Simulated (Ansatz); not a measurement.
# CH5OSb: the cost of one run

Method: RKS B3LYP/def2-SVP, in Ansatz 0.2.0.

## (1) The starting structure

Bond lengths: C1–O2 1.366 Å, O2–Sb3 2.024 Å, C1–H4 1.116 Å, C1–H5 1.077 Å, C1–H6 1.173 Å, Sb3–H7 1.820 Å, Sb3–H8 1.742 Å. Angles: C1–O2–Sb3 105.4°, O2–C1–H4 113.1°, O2–C1–H5 115.9°, O2–C1–H6 108.7°, H4–C1–H5 106.5°, H4–C1–H6 104.7°, H5–C1–H6 107.2°, O2–Sb3–H7 91.5°, O2–Sb3–H8 92.1°, H7–Sb3–H8 89.4°.

Structure file:

```xyz
8

C    -0.4167    1.0539   -0.1401
O    -0.6678   -0.1199    0.5119
Sb    0.3661   -1.5328   -0.5044
H    -0.7639    1.0490   -1.2007
H     0.6119    1.3727   -0.1568
H    -1.0361    1.9077    0.3719
H     1.9152   -1.0644    0.3272
H     0.0834   -2.7233    0.7352
```

## (2) Relaxing end A

File input.yaml:

```yaml
crystal:
  periodic: [false, false, false]
  atoms:
    - { symbol: C, position_ang: [-0.4167, 1.0539, -0.1401] }
    - { symbol: O, position_ang: [-0.6678, -0.1199, 0.5119] }
    - { symbol: Sb, position_ang: [0.3661, -1.5328, -0.5044] }
    - { symbol: H, position_ang: [-0.7639, 1.049, -1.2007] }
    - { symbol: H, position_ang: [0.6119, 1.3727, -0.1568] }
    - { symbol: H, position_ang: [-1.0361, 1.9077, 0.3719] }
    - { symbol: H, position_ang: [1.9152, -1.0644, 0.3272] }
    - { symbol: H, position_ang: [0.0834, -2.7233, 0.7352] }
basis:
  gaussian: { orbitals: def2-SVP }
hamiltonian:
  xc: b3lyp
relax:
  f_tol: 0.015
  max_steps: 40
```

Run with:

```bash
> ansatz run input.yaml --threads 1 --pin off --max-ram 2048MiB --backend cpu --events-out ev --progress --plain --runs-dir out
```

**Question.** How long does this run take on 1 thread of Intel Xeon 6975P-C (Granite Rapids), shared host, and how much memory does it need?

About 22 s, with a peak of 0.17 GiB.
